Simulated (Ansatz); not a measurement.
# Sr3O2: the cost of one run

Program: Ansatz 0.2.0. Level of theory: DFT PBE, scalar-relativistic, plane waves, PAW. These are calculated values, not measurements.

1 further run of the same task is left out (set aside as unsound or not needed).

**1. The structure to begin with**

The structure is trigonal, space group R-3c (No. 167). Conventional cell: a = 6.631 Å, b = 6.631 Å, c = 18.104 Å, α = 90.00°, β = 90.00°, γ = 120.00°. Sr (site symmetry 2) is surrounded by 4 O at 2.58 to 2.75 Å. Around O (site symmetry 3) lie 6 Sr at 2.58 to 2.75 Å.

Coordinates:

```cif
data_structure
_symmetry_space_group_name_H-M 'R-3c:H'
_symmetry_Int_Tables_number 167
_cell_length_a 6.6309
_cell_length_b 6.6309
_cell_length_c 18.1038
_cell_angle_alpha 90.000
_cell_angle_beta 90.000
_cell_angle_gamma 120.000
_cell_volume 689.35
loop_
_atom_site_label
_atom_site_type_symbol
_atom_site_symmetry_multiplicity
_atom_site_Wyckoff_symbol
_atom_site_fract_x
_atom_site_fract_y
_atom_site_fract_z
_atom_site_occupancy
Sr1 Sr 18 e 0.30625 0.00000 0.25000 1
O1 O 12 c 0.00000 0.00000 0.35218 1
```

(A quick probe on a coarse mesh, which set the mesh and smearing, is not shown.)

**3. A loose first relaxation**

File input.yaml:

```yaml
crystal:
  lattice:
    - [3.315433233, 1.9141662695, 6.0345863647]
    - [-3.315433233, 1.9141662695, 6.0345863647]
    - [0.0, -3.8283325392, 6.0345863647]
  atoms:
    - { symbol: Sr, position: [0.05625, 0.44375, 0.75] }
    - { symbol: Sr, position: [0.75, 0.05625, 0.44375] }
    - { symbol: Sr, position: [0.44375, 0.75, 0.05625] }
    - { symbol: Sr, position: [0.94375, 0.55625, 0.25] }
    - { symbol: Sr, position: [0.25, 0.94375, 0.55625] }
    - { symbol: Sr, position: [0.55625, 0.25, 0.94375] }
    - { symbol: O, position: [0.85218, 0.85218, 0.85218] }
    - { symbol: O, position: [0.64782, 0.64782, 0.64782] }
    - { symbol: O, position: [0.14782, 0.14782, 0.14782] }
    - { symbol: O, position: [0.35218, 0.35218, 0.35218] }
basis:
  ecutwfc: 420
kpoints:
  mp_grid: { grid: [3, 3, 3] }
hamiltonian:
  xc: pbe
scf:
  occupations: { method: gaussian, width: 0.1 }
  lower_state_search: "off"
output:
  forces: true
  stress: true
  eigenvalues: true
relax:
  adjacent_minimum: "off"
  f_tol: 0.04
  max_steps: 70
  cell: { stress_tol: 0.4 }
```

The run is started by

```
$ ansatz run input.yaml --threads 1 --pin off --max-ram 2560MiB --backend cpu --events-out ev --progress --plain --runs-dir out
```

What time and memory should one allow on 1 thread of Intel Xeon Platinum 8259CL at 2.50GHz (Skylake/Cascade Lake), shared host?

About 45 s, with a peak of 0.52 GiB.
